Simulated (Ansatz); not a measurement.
# S: the cost of one run

Computed with the Python package of Ansatz 0.2.0. Level of theory: DFT PBEsol, plane waves, PAW.

## 1. Starting point

S P4_2/mnm: Symmetry: P4_2/mnm, No. 136, tetragonal system. The conventional cell has a = 5.678 Å, b = 5.678 Å, c = 2.950 Å, α = 90.00°, β = 90.00°, γ = 90.00°. S (site symmetry m2m) has 1 S at 1.87 Å as nearest neighbours.

S Fm-3m: The structure is cubic, space group Fm-3m (No. 225). Conventional cell: a = 3.989 Å, b = 3.989 Å, c = 3.989 Å, α = 90.00°, β = 90.00°, γ = 90.00°. S (site symmetry m-3m) is surrounded by 12 S at 2.82 Å.

The script holds or builds the structure itself.

## 2. The code

Input file s.py:

```python
"""Enthalpies of two structures of S under pressure."""

import warnings

import ansatz as az
import numpy as np

PHASES = {
    "P4_2/mnm": (
        [[5.678054, 0.0, 0.0], [0.0, 5.678054, 0.0], [0.0, 0.0, 2.949616]],
        [
            ("S", [0.883391, 0.883391, 0.5]),
            ("S", [0.116609, 0.116609, 0.5]),
            ("S", [0.383391, 0.616609, 0.0]),
            ("S", [0.616609, 0.383391, 0.0]),
        ],
    ),
    "Fm-3m": (
        [[0.0, 1.99435, 1.99435], [1.99435, 0.0, 1.99435], [1.99435, 1.99435, 0.0]],
        [
            ("S", [0.0, 0.0, 0.0]),
        ],
    ),
}


def build(vectors, sites):
    crystal = az.Crystal(lattice=az.Lattice.of(vectors))
    for symbol, position in sites:
        crystal = crystal.atom(symbol, position)
    return crystal


def compute(name, crystal, pressure=0.0):
    calc = crystal.calculation()
    calc = calc.functional("pbesol").basis(500)
    calc = calc.kpoints(spacing=0.33).occupations("gaussian", width=0.05)
    calc = calc.relax(force_tolerance=0.02, max_steps=60, cell=True, pressure=pressure)
    return calc.run()


def volume_per_atom(outcome):
    return abs(np.linalg.det(outcome.lattice.cell_ang)) / len(outcome.lattice.sites)

warnings.simplefilter("ignore", az.DeckWarning)

phases = {name: build(*cell) for name, cell in PHASES.items()}

# enthalpy per atom at each pressure
pressures = [0, 10, 20, 30]
enthalpy, volume = {name: [] for name in phases}, {name: [] for name in phases}
for p in pressures:
    for name, crystal in phases.items():
        o = compute(name, crystal, pressure=p)
        volume[name].append(volume_per_atom(o))
        enthalpy[name].append(o.report["energy_sigma0_ev"] / len(o.lattice.sites) + p * volume[name][-1] / 160.21766)
gap = np.array(enthalpy["Fm-3m"]) - np.array(enthalpy["P4_2/mnm"])
rows = [(p, va, vb, 1000 * d) for p, va, vb, d in zip(pressures, volume["P4_2/mnm"], volume["Fm-3m"], gap)]
print("| P (GPa) | V P4_2/mnm (A^3/atom) | V Fm-3m (A^3/atom) | H(Fm-3m) - H(P4_2/mnm) (meV/atom) |")
print("| --- | --- | --- | --- |")
for row in rows:
    print(f"| {row[0]:d} | {row[1]:.3f} | {row[2]:.3f} | {row[3]:+.1f} |")
crossings = [p0 - g0 * (p1 - p0) / (g1 - g0) for p0, p1, g0, g1 in zip(pressures, pressures[1:], gap, gap[1:]) if g0 * g1 < 0]
print("crossing near", [round(float(p), 1) for p in crossings], "GPa") if crossings else print("no crossing in this range")
```

## 3. Launch

On the command line:

```console
> python s.py
```

Q: Estimate wall time and peak memory on 1 thread of Arm Neoverse V1, shared host.

About 1.9 min, with a peak of 0.44 GiB.
